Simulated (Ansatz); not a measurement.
# CH₆AlFSi₂: one species, many methods

An exercise on one series of results from a longer session: the logs are not shown, and one member is left open.

The runs use Ansatz 0.2.0, Gaussian basis; functionals in def2-TZVPP, the program's frozen cores in correlated methods.

Plan: LDA (SPW92), PBE-D4, revPBE-D4, BLYP-D4, r2SCAN-D4, B97M-V, PBE0-D4, B3LYP-D4, r2SCANh-D4, r2SCAN0-D4, HSE06-D4, BHLYP-D4, CAM-B3LYP-D4, LC-ωPBE, ωB97X-V, ωB97M-V, B2PLYP, PBE-QIDH; CCSD(T)/def2-SVP; CCSD(T)/def2-TZVPP; MP2/def2-QZVPP; extrapolation to the limit; RPA on PBE.

## The geometry

All runs share one geometry, relaxed beforehand with PBE0-D4 in a triple-zeta def2 set.

SMILES `FC[SiH]1[AlH][SiH2]1`, 11 atoms, charge 0, spin multiplicity 1.

Atoms are counted from 1 here; the program's logs count them from 0.

Bond lengths: F1–C2 1.389 Å, C2–Si3 1.904 Å, C2–H6 1.095 Å, C2–H7 1.094 Å, Si3–Al4 2.414 Å, Si3–Si5 2.327 Å, Si3–H8 1.498 Å, Al4–Si5 2.405 Å, Al4–H9 1.585 Å, Si5–H10 1.489 Å, Si5–H11 1.501 Å. Angles: F1–C2–Si3 111.4°, F1–C2–H6 108.2°, F1–C2–H7 108.3°, Si3–C2–H6 110.2°, Si3–C2–H7 110.4°, H6–C2–H7 108.2°, C2–Si3–Al4 140.3°, C2–Si3–Si5 128.4°, C2–Si3–H8 110.4°, Al4–Si3–Si5 60.9°, Al4–Si3–H8 99.8°, Si5–Si3–H8 107.1°, Si3–Al4–Si5 57.8°, Si3–Al4–H9 151.3°, Si5–Al4–H9 150.9°, Si3–Si5–Al4 61.3°, Si3–Si5–H10 129.9°, Si3–Si5–H11 104.5° and more.

The first run:

File in.yaml:

```yaml
crystal:
  periodic: [false, false, false]
  atoms:
    - {symbol: F, position_ang: [-2.725680, 0.843718, 0.388992]}
    - {symbol: C, position_ang: [-1.476586, 1.384102, 0.113609]}
    - {symbol: Si, position_ang: [-0.264487, 0.053002, -0.505875]}
    - {symbol: Al, position_ang: [2.101943, -0.302626, -0.822718]}
    - {symbol: Si, position_ang: [0.803055, -1.611912, 0.720856]}
    - {symbol: H, position_ang: [-1.601018, 2.164452, -0.644827]}
    - {symbol: H, position_ang: [-1.095613, 1.851684, 1.026684]}
    - {symbol: H, position_ang: [-0.786849, -0.586813, -1.755913]}
    - {symbol: H, position_ang: [3.483815, 0.065480, -1.506773]}
    - {symbol: H, position_ang: [0.360613, -2.998089, 1.036829]}
    - {symbol: H, position_ang: [1.266108, -0.919998, 1.969838]}
basis:
  gaussian: {orbitals: def2-TZVPP}
hamiltonian: {xc: lda}
output: {orbitals: {seedname: orbitals}}
```

Launch:

```sh
> ansatz run in.yaml --threads 4 --pin off --events-out ev --progress --plain --max-ram 10444MiB
```

Steps of the session up to this table: LDA; PBE-D4 (GGA); revPBE-D4 (GGA); BLYP-D4 (GGA); r2SCAN-D4 (meta-GGA); B97M-V (meta-GGA); B3LYP-D4 (hybrid); r2SCANh-D4 (hybrid); r2SCAN0-D4 (hybrid); HSE06-D4 (hybrid); BHLYP-D4 (hybrid); CAM-B3LYP-D4 (range-separated); LC-ωPBE (range-separated); ωB97X-V (range-separated); ωB97M-V (range-separated); B2PLYP (double hybrid); PBE-QIDH (double hybrid).

One of the session's tables, all rows but one given; the rest of the session is left out.

It belongs to the step «Orbital energies across the functionals». 

```
  functional  HOMO (eV)  LUMO (eV)  gap (eV)
 LDA (SPW92)      -5.49      -3.34      2.15
      PBE-D4      -5.38      -3.14      2.24
   revPBE-D4          ?          ?         ?
     BLYP-D4      -5.22      -2.95      2.27
   r2SCAN-D4      -5.57      -2.96      2.62
      B97M-V      -5.61      -3.07      2.54
     PBE0-D4      -6.31      -2.39      3.92
    B3LYP-D4      -6.13      -2.52      3.60
  r2SCANh-D4      -5.91      -2.69      3.22
  r2SCAN0-D4      -6.43      -2.31      4.12
    HSE06-D4      -5.93      -2.76      3.16
    BHLYP-D4      -7.12      -1.52      5.60
CAM-B3LYP-D4      -7.46      -1.35      6.10
     LC-ωPBE      -8.66      -0.36      8.30
     ωB97X-V      -8.38      -0.44      7.94
     ωB97M-V      -8.17      -0.68      7.49
```

Estimate the missing values for revPBE-D4.

The run gave: HOMO (eV): -5.33; LUMO (eV): -3.04; gap (eV): 2.29. In the column «HOMO (eV)» it lies between PBE-D4 (-5.38) and BLYP-D4 (-5.22).
